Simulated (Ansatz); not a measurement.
NaLaMnMoO6:

```xyz
10
Lattice="5.1093 -0.0067 0.0106 -0.2394 5.6893 0.0070 -0.9290 -2.8254 5.1188" Properties=species:S:1:pos:R:3 pbc="T T T"
Na    1.9223    1.9516    0.3919
La   -0.6075    1.8350    3.5165
Mn    1.8742   -0.9083    2.0852
Mo    4.0976    4.6175    1.5746
O     2.6717    1.1441    5.1017
O     2.9598    3.6581    2.8448
O     3.1703    0.4987    1.9182
O     0.4613    3.2483    1.8839
O     0.7994   -0.1395    0.5996
O     0.3708   -0.2245    3.2390
```

The cell was built by a generator and needn't be a form met in nature.

Base run:

| Item | Value |
| --- | --- |
| Program | Ansatz 0.2.0 |
| Functional | PBE |
| Potentials or basis | all-electron LAPW, scalar-relativistic |
| Cutoff | 461 eV |
| Density cutoff | 1843 eV |
| Basis error allowed | 0.002 eV/atom |
| k mesh | 4 × 4 × 4 |
| Occupations | fermi-dirac, width 0.05 eV |
| Spin | collinear spin, ferromagnetic start |
| Starting moments | [0.0, 0.0, 4.0, 1.0, 0.0, 0.0, 0.0, 0.0, 0.0, 0.0] μB |

Its results: band gap on the k mesh 0.87 eV, indirect (least direct gap 1.13 eV); pressure 0.0 GPa; net moment 3.00 μB per cell; site moments Na +0.00; La +0.01; Mn +2.91; Mo -0.22; O +0.02, +0.00, +0.01, +0.07 μB; largest force 0.011 eV/Å.

Problem. After a change of settings the same cell gave: band gap on the k mesh 1.04 eV, indirect (least direct gap 1.14 eV); pressure 6.5 GPa; net moment 5.00 μB per cell; site moments Na +0.00; La +0.01; Mn +3.67; Mo +0.68; O -0.04, +0.01, -0.01, -0.05, -0.00, +0.05 μB; largest force 3.140 eV/Å. Which change was it?
A. hubbard terms from none to La f U = 3 eV, Mn d U = 3 eV, Mo d U = 3 eV
B. functional from PBE to revPBE
C. hubbard terms from none to La f U = 6 eV, Mn d U = 6 eV, Mo d U = 6 eV

Solution. C.

The U term pushes filled and empty states of the shell apart.

Caveats: spin-orbit coupling is left out, which moves the levels of the heavy elements; a cell with one magnetic atom can't hold antiferromagnetic order, which such compounds often take; the magnetic state may not be the lowest (some runs); U is the effective U less J, on atomic orbitals that reach past the spheres (some runs); forces of over 1 eV/Å show positions far from the minimum, so gaps and moduli don't describe the material at rest (some runs).

Not every run made on this cell is shown here.
